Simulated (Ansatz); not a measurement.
Which YAML input does this script hand to the engine? (Ansatz 0.2.0, Python API)

Run as a notebook:

```python
from pathlib import Path

import ansatz as az

mol = (
    az.Crystal.molecule()
    .atom("F", (1.2179, -0.7662, 1.3939))
    .atom("C", (0.9283, 0.0903, 0.2909))
    .atom("Cl", (1.8967, -0.4428, -1.0921))
    .atom("Ge", (-0.8733, 0.0015, -0.1998))
    .atom("H", (1.1922, 1.1337, 0.5316))
    .atom("H", (-1.8158, 0.4755, 0.9977))
    .atom("H", (-1.2804, -1.4711, -0.5519))
    .atom("H", (-1.1735, 0.9221, -1.4261))
)
```

```python
job = mol.calculation().basis(gaussian="def2-TZVP").functional("PBE0", dispersion="d3bj").orbitals()
result = job.run(runs_dir="out")
data = result.report
```

    

```python
data["mean_field"]["state"]["spin_squared"]
```

    1.4210854715202004e-14

```python
data["reference_energy_ev"]
```

    -72845.97243306339

```python
print("reference energy %16.6f eV" % data["reference_energy_ev"])
print("total energy     %16.6f eV" % data["free_energy_ev"])
print("occupied (up, down):", data["n_occupied"], " virtual:", data["n_virtual"], " frozen:", data["n_frozen"])
```

    reference energy    -72845.972433 eV
    total energy        -72846.117005 eV
    occupied (up, down): [34, 34]  virtual: [137, 137]  frozen: 0

```python
lines = Path(data["orbitals_path"]).read_text().splitlines()
field_of = lambda key: [line.split("=")[1].strip() for line in lines if line.startswith(key)]
orbitals = [(27.211386 * float(e), s, float(n)) for e, s, n in zip(field_of("Ene="), field_of("Spin="), field_of("Occup="))]
homo = max(e for e, _, n in orbitals if n > 0.5)
lumo = min(e for e, _, n in orbitals if n < 0.5)
for e, spin, n in sorted(orbitals):
    if homo - 6 < e < lumo + 5:
        print(f"{spin:6s} {e:10.3f} eV  occupation {n:.0f}")
```

    Alpha     -13.885 eV  occupation 2
    Alpha     -12.965 eV  occupation 2
    Alpha     -11.245 eV  occupation 2
    Alpha     -10.453 eV  occupation 2
    Alpha      -9.958 eV  occupation 2
    Alpha      -9.636 eV  occupation 2
    Alpha      -9.336 eV  occupation 2
    Alpha      -8.503 eV  occupation 2
    Alpha       0.049 eV  occupation 0
    Alpha       0.515 eV  occupation 0
    Alpha       0.905 eV  occupation 0
    Alpha       1.117 eV  occupation 0
    Alpha       1.737 eV  occupation 0
    Alpha       2.102 eV  occupation 0
    Alpha       2.523 eV  occupation 0
    Alpha       4.663 eV  occupation 0
    Alpha       5.026 eV  occupation 0

`input.yaml`:
```yaml
crystal:
  periodic: [false, false, false]
  atoms:
    - { symbol: F, position_ang: [1.2179, -0.7662, 1.3939] }
    - { symbol: C, position_ang: [0.9283, 0.0903, 0.2909] }
    - { symbol: Cl, position_ang: [1.8967, -0.4428, -1.0921] }
    - { symbol: Ge, position_ang: [-0.8733, 0.0015, -0.1998] }
    - { symbol: H, position_ang: [1.1922, 1.1337, 0.5316] }
    - { symbol: H, position_ang: [-1.8158, 0.4755, 0.9977] }
    - { symbol: H, position_ang: [-1.2804, -1.4711, -0.5519] }
    - { symbol: H, position_ang: [-1.1735, 0.9221, -1.4261] }
basis:
  gaussian:
    orbitals: def2-TZVP
hamiltonian:
  xc: pbe0
  dispersion: d3bj
output:
  orbitals: {}
```

Reading the output:
- The settings weren't tested for convergence.
- The geometry is a force-field or estimated start, not a minimum of this method, and the basis set is short of its limit.
- Alpha marks a spatial orbital of a restricted run, filled by both spins.
- Total less reference energy is the dispersion correction.
- Levels such as HOMO and LUMO are orbital energies: with these approximate functionals they aren't the ionisation energy and electron affinity, and their gap isn't the fundamental gap.
- Hardware and time: 8 s on 1 thread of Intel(R) Xeon(R) Platinum 8488C (Sapphire Rapids) (shared host), peak memory 0.48 GiB.

(Lines on the test bed's own set-up are left out of the output.)
